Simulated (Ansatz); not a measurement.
Which YAML input does this script hand to the engine? (the Ansatz DFT code, driven from Python)

`ch2oste_deck.py`
```python
"""CH2OSTe through the session interface."""

import ansatz as az

deck = {
    "crystal": {
        "periodic": [False, False, False],
        "atoms": [
            {"symbol": "O", "position_ang": [1.3496, -0.1041, -0.6347]},
            {"symbol": "C", "position_ang": [0.2072, -0.5607, 0.0546]},
            {"symbol": "S", "position_ang": [0.3876, -1.771, 1.1112]},
            {"symbol": "Te", "position_ang": [-1.6476, 0.26, -0.2555]},
            {"symbol": "H", "position_ang": [1.1858, 0.6877, -1.3294]},
            {"symbol": "H", "position_ang": [-1.4405, 1.4241, 1.0077]},
        ],
    },
    "basis": {"gaussian": {"orbitals": "def2-SVP"}},
    "correlation": {"method": "mp2"},
}
session = az.Session.from_dict(deck)
report = session.plan(threads=1).execute().report

for key in ("converged", "free_energy_ev", "reference_energy_ev", "n_frozen", "n_occupied", "n_virtual"):
    print(f"{key:22s} {report[key]}")
symbols = ["O", "C", "S", "Te", "H", "H"]
print("correlation energy", round(report["free_energy_ev"] - report["reference_energy_ev"], 5), "eV")
cluster = report["correlation"].get("coupled_cluster")
if cluster:
    print("cycles", cluster["cycles"], " T1 diagnostic", round(cluster["t1_diagnostic"], 4), " largest double", round(cluster["largest_double"], 4))
```

Running `python ch2oste_deck.py` prints:
```text
converged              True
free_energy_ev         -21189.496972553286
reference_energy_ev    -21173.78740188631
n_frozen               11
n_occupied             [17, 17]
n_virtual              [54, 54]
correlation energy -15.70957 eV
```

`input.yaml`:
```yaml
crystal:
  periodic: [false, false, false]
  atoms:
    - { symbol: O, position_ang: [1.3496, -0.1041, -0.6347] }
    - { symbol: C, position_ang: [0.2072, -0.5607, 0.0546] }
    - { symbol: S, position_ang: [0.3876, -1.771, 1.1112] }
    - { symbol: Te, position_ang: [-1.6476, 0.26, -0.2555] }
    - { symbol: H, position_ang: [1.1858, 0.6877, -1.3294] }
    - { symbol: H, position_ang: [-1.4405, 1.4241, 1.0077] }
basis:
  gaussian:
    orbitals: def2-SVP
correlation:
  method: mp2
```

Notes:
- Total energies depend on the basis set; only differences at equal settings carry meaning.
- The geometry is a force-field or estimated start, not a minimum of this method, and the basis set is short of its limit.
- def2 sets replace the cores of elements past krypton by effective core potentials.
- Hardware and time: 1.4 s on 1 thread of Arm Neoverse V2, on a shared host, peak memory 0.21 GiB.
